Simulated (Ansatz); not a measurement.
# Na (sc type): how the settings move a single-point run

Aim: see which settings change the result for Na (sc type), by how much, and at what cost.

Computed with Ansatz 0.2.0 (reference: DFT, LDA, PAW with Ansatz's default frozen-core files, scalar-relativistic, unless a step's input says otherwise).

### 1 The system as given

Symmetry: Pm-3m, No. 221, cubic system. The conventional cell has a = 2.614 Å, b = 2.614 Å, c = 2.614 Å, α = 90.00°, β = 90.00°, γ = 90.00°. Na (site symmetry m-3m) has 6 Na at 2.61 Å in its first shell of neighbours.

Structure file:

```
Na
1.0
     2.61388    0.00000    0.00000
     0.00000    2.61388    0.00000
     0.00000    0.00000    2.61388
Na
1
Direct
  0.00000 0.00000 0.00000
```

### 2 The reference run

input.yaml

```yaml
crystal:
  lattice:
    - [2.6138799412, 0.0, 0.0]
    - [0.0, 2.6138799412, 0.0]
    - [0.0, 0.0, 2.6138799412]
  atoms:
    - { symbol: Na, position: [0.0, 0.0, 0.0] }
kpoints:
  mp_grid: { grid: [12, 12, 12] }
scf:
  occupations: { method: fermi_dirac, width: 0.05 }
hamiltonian:
  xc: lda
  pseudopotentials: { kind: paw }
output:
  forces: true
  stress: true
  eigenvalues: true
  populations: true
```

Run with:

```sh
> ansatz run input.yaml --threads 1 --pin off --max-ram 2048MiB --backend cpu --events-out ev --progress --plain --runs-dir out
```

### 3 Variant: mp_grid.grid [18, 18, 18], eigensolver.kind davidson

input.yaml: that of step 2 with these lines changed.

```diff
@@ -8,5 +8,6 @@
 kpoints:
-  mp_grid: { grid: [12, 12, 12] }
+  mp_grid: { grid: [18, 18, 18] }
 scf:
   occupations: { method: fermi_dirac, width: 0.05 }
+  eigensolver: { kind: davidson }
 hamiltonian:
```

**Question.** What will these runs give? Wanted: for each run, ending; energy change; pressure; gap; force.

The runs gave:

```csv
run,ending,energy change,pressure (GPa),gap (eV),force (eV/Å),cycles,time
reference,converged,0,18.7,0.00,0.00,6,1.3 s
"1: mp_grid.grid [18, 18, 18], eigensolver.kind davidson",converged,-2.2 meV/atom,18.6,0.00,0.00,6,2.9 s
```

Residual by cycle in the longest SCF loop of each run; runs are numbered as in the table. The quantity is the density residual dr2, in eV.

```csv
cycle,reference,run 1
1,0.00678,0.00695
2,7.5e-4,7.0e-4
3,4.1e-5,4.6e-5
4,4.9e-8,1.3e-9
5,8.2e-11,1.6e-11
6,3.2e-13,2.5e-13
```

What this shows: Changing the k-point mesh and solver moves the energy by -2.2 meV/atom. Sampling errors of the energy have no fixed sign. The other settings changed steer the path, not the converged energy, so the shift is the mesh's. Cost: 2.9 s against 1.3 s. The structure is not at rest: the sound run finds 19 GPa, so these are no properties of the relaxed crystal. 
